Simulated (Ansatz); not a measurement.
# H6InNOSi: one species, many methods

The task here is to estimate one member of a computed series from the others.

Computed with Ansatz 0.2.0, Gaussian basis. Level: functionals in def2-TZVPP, the program's frozen cores in correlated methods.

Plan: LDA (SPW92), PBE-D4, revPBE-D4, BLYP-D4, r2SCAN-D4, B97M-V, PBE0-D4, B3LYP-D4, r2SCANh-D4, r2SCAN0-D4, HSE06-D4, BHLYP-D4, CAM-B3LYP-D4, LC-ωPBE, ωB97X-V, ωB97M-V, B2PLYP, PBE-QIDH; CCSD(T)/def2-SVP; CCSD(T)/def2-TZVPP; MP2/def2-QZVPP; extrapolation to the limit; RPA on PBE.

## The relaxed structure

An earlier PBE0-D4 in a triple-zeta def2 set relaxation fixed the geometry. In takes the def2 core potential; no spin-orbit term is included.

SMILES `[OH][InH][NH][SiH3]`, 10 atoms, charge 0, spin multiplicity 1.

Atoms are counted from 1 here; the program's logs count them from 0.

Bond lengths: O1–In2 1.985 Å, O1–H5 0.959 Å, In2–N3 2.027 Å, In2–H6 1.690 Å, N3–Si4 1.716 Å, N3–H7 1.010 Å, Si4–H8 1.489 Å, Si4–H9 1.492 Å, Si4–H10 1.492 Å. Angles: In2–O1–H5 113.7°, O1–In2–N3 111.8°, O1–In2–H6 120.9°, N3–In2–H6 127.3°, In2–N3–Si4 127.6°, In2–N3–H7 115.4°, Si4–N3–H7 117.1°, N3–Si4–H8 106.8°, N3–Si4–H9 113.1°, N3–Si4–H10 113.2°, H8–Si4–H9 108.5°, H8–Si4–H10 108.4°, H9–Si4–H10 106.7°.

The first run:

File in.yaml:

```yaml
crystal:
  periodic: [false, false, false]
  atoms:
    - {symbol: O, position_ang: [-2.302644, 1.387592, 1.624312]}
    - {symbol: In, position_ang: [-1.524635, 0.487845, 0.035190]}
    - {symbol: N, position_ang: [0.421519, 0.000424, 0.322040]}
    - {symbol: Si, position_ang: [1.476026, -0.785964, -0.779526]}
    - {symbol: H, position_ang: [-1.683501, 1.494701, 2.349386]}
    - {symbol: H, position_ang: [-2.457659, 0.207101, -1.345779]}
    - {symbol: H, position_ang: [0.802730, 0.253492, 1.222748]}
    - {symbol: H, position_ang: [0.689485, -1.046891, -2.016771]}
    - {symbol: H, position_ang: [2.666185, 0.037579, -1.141029]}
    - {symbol: H, position_ang: [1.995693, -2.087179, -0.267372]}
basis:
  gaussian: {orbitals: def2-TZVPP}
hamiltonian: {xc: lda}
output: {orbitals: {seedname: orbitals}}
```

On the command line:

```
> ansatz run in.yaml --threads 4 --pin off --events-out ev --progress --plain --max-ram 10444MiB
```

Among the steps run: LDA; PBE-D4 (GGA); revPBE-D4 (GGA); BLYP-D4 (GGA); r2SCAN-D4 (meta-GGA); B97M-V (meta-GGA); B3LYP-D4 (hybrid); r2SCANh-D4 (hybrid); r2SCAN0-D4 (hybrid); HSE06-D4 (hybrid); BHLYP-D4 (hybrid); CAM-B3LYP-D4 (range-separated); LC-ωPBE (range-separated); ωB97X-V (range-separated); ωB97M-V (range-separated); B2PLYP (double hybrid); PBE-QIDH (double hybrid).

One table of the session follows, with a row left open; its other results are not shown here.

It belongs to the step «Frontier levels by functional». 

```
  functional  HOMO (eV)  gap (eV)
 LDA (SPW92)      -6.23      4.17
      PBE-D4      -6.07      4.23
   revPBE-D4      -6.01      4.27
     BLYP-D4      -5.96      4.13
   r2SCAN-D4      -6.36      4.84
      B97M-V      -6.46      4.68
     PBE0-D4      -7.39      6.40
    B3LYP-D4      -7.17      5.89
  r2SCANh-D4      -6.85      5.65
  r2SCAN0-D4      -7.60      6.79
    HSE06-D4      -6.99      5.65
    BHLYP-D4      -8.64      8.24
CAM-B3LYP-D4      -8.78      8.56
     LC-ωPBE     -10.16     11.01
     ωB97X-V      -9.80     10.52
     ωB97M-V          ?         ?
```

**Question.** Estimate the row for ωB97M-V.

**Answer.** HOMO (eV): -9.70; gap (eV): 10.07. In the column «HOMO (eV)» it lies between ωB97X-V (-9.80) and CAM-B3LYP-D4 (-8.78).
